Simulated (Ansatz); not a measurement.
# GaHN2: the cost of one run

The runs use Ansatz 0.2.0, Gaussian basis; cc-pVTZ, core rule «outside noble gas», up to 16 orbitals frozen.

To be run: UHF; CCSD(T) on ROHF; CCSD(T) on UHF; BCCD(T) on ROHF; CCSDT(Q) on ROHF; CCSDT(Q) on UHF.

6 further runs of the same task are left out: 6 set aside as unsound or not needed. Runs told in other sessions of the task aren't counted.

**1. The system**

The geometry is a PBE0/def2-TZVP stationary point (not a proven minimum) of the parent state, kept for this charge and spin. No spin-orbit coupling is included. The filled d shell of Ga may be among the frozen orbitals whatever the setting's name suggests.

4 atoms, charge 1, spin multiplicity 4.

Atoms are counted from 1 here; the program's logs count them from 0.

Bond lengths: Ga1–N2 1.969 Å, Ga1–H4 1.576 Å, N2–N3 1.119 Å. Angles: N2–Ga1–H4 107.9°, Ga1–N2–N3 172.2°.

As a file:

```csv
atom,x (Å),y (Å),z (Å)
Ga1,0.0000,-0.0409,0.7097
N2,0.0000,0.0894,-1.2549
N3,0.0000,0.0117,-2.3709
H4,0.0000,1.4232,1.2923
```

**2. UHF**

The input, in.yaml:

```yaml
crystal:
  periodic: [false, false, false]
  atoms:
    - {symbol: Ga, position_ang: [0.000000, -0.040877, 0.709707]}
    - {symbol: N, position_ang: [0.000000, 0.089387, -1.254874]}
    - {symbol: N, position_ang: [0.000000, 0.011680, -2.370926]}
    - {symbol: H, position_ang: [0.000000, 1.423157, 1.292326]}
basis:
  gaussian: {orbitals: cc-pVTZ}
total_charge: 1
magnetization: {spin_polarized: true, initial_magnetization: 3}
hamiltonian: {xc: hf}
output: {orbitals: {seedname: orbitals}}
```

Started as:

```
$ ansatz run in.yaml --threads 1 --pin off --events-out ev --progress --plain --max-ram 4096MiB --backend cpu
```

What time and memory should one allow on 1 thread of AMD EPYC 7R13, shared host?

About 22 s, with a peak of 0.39 GiB.
